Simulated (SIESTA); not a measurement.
## ScNbN under changes of volume

One of the cells (14.758 Å³/atom); the others are scaled copies at fixed shape and fractional positions:

```
CELL_PARAMETERS angstrom
3.13158 0.00000 0.00000
-1.56579 2.71203 0.00000
0.00000 0.00000 10.42575
ATOMIC_POSITIONS crystal
Nb 0.33333 0.66667 0.24743
Nb 0.66667 0.33333 0.75257
Sc 0.00000 0.00000 0.00000
Sc 0.00000 0.00000 0.50000
N 0.33333 0.66667 0.62781
N 0.66667 0.33333 0.37219
```

The cell comes from a database or a generator and needn't be the stable form of this composition.

| Property | Result |
| --- | --- |
| Program | SIESTA 5.4.2 |
| Functional | PBEsol |
| Potentials or basis | PseudoDojo 0.4 standard (PBEsol files) |
| Basis | DZP (energy shift 0.003 Ry; two zetas on semicore shells) |
| Grid cutoff | 800 Ry |
| Energy shift | 0.003 Ry |
| k mesh | 10 × 10 × 3 |
| Occupations | fermi-dirac, width 0.05 eV |
| Spin | no spin polarisation |

```csv
volume (Å³/atom),energy over the lowest point (meV/atom),pressure (GPa),largest force (eV/Å)
13.600,7.01,6.2,0.579
13.889,0.00,1.7,0.354
14.179,0.76,-2.4,0.140
14.758,?,?,?
15.047,41.96,-12.2,0.379
15.336,66.60,-14.9,0.533
```

Task: What does the run at 14.758 Å³/atom give?

Result: Energy over the lowest point 22.41 meV/atom; pressure -9.3 GPa; largest force 0.214 eV/Å.

Worked out: A Birch-Murnaghan fit of order 3 (a polynomial in V^(-2/3)) to the other rows has its minimum at 14.00 Å³/atom with B0 = V·E''(V) = 198 GPa and B' = 4.1 at fixed shape and positions, which overstates the stiffness. It gives 22.40 meV/atom at 14.758 Å³/atom, against the run's 22.41, and -dE/dV = -9.3 GPa, against -9.3.

Energies are extrapolated to zero smearing.

Caveats: the basis of atomic orbitals isn't converged, which shifts pressures, moduli and gaps.
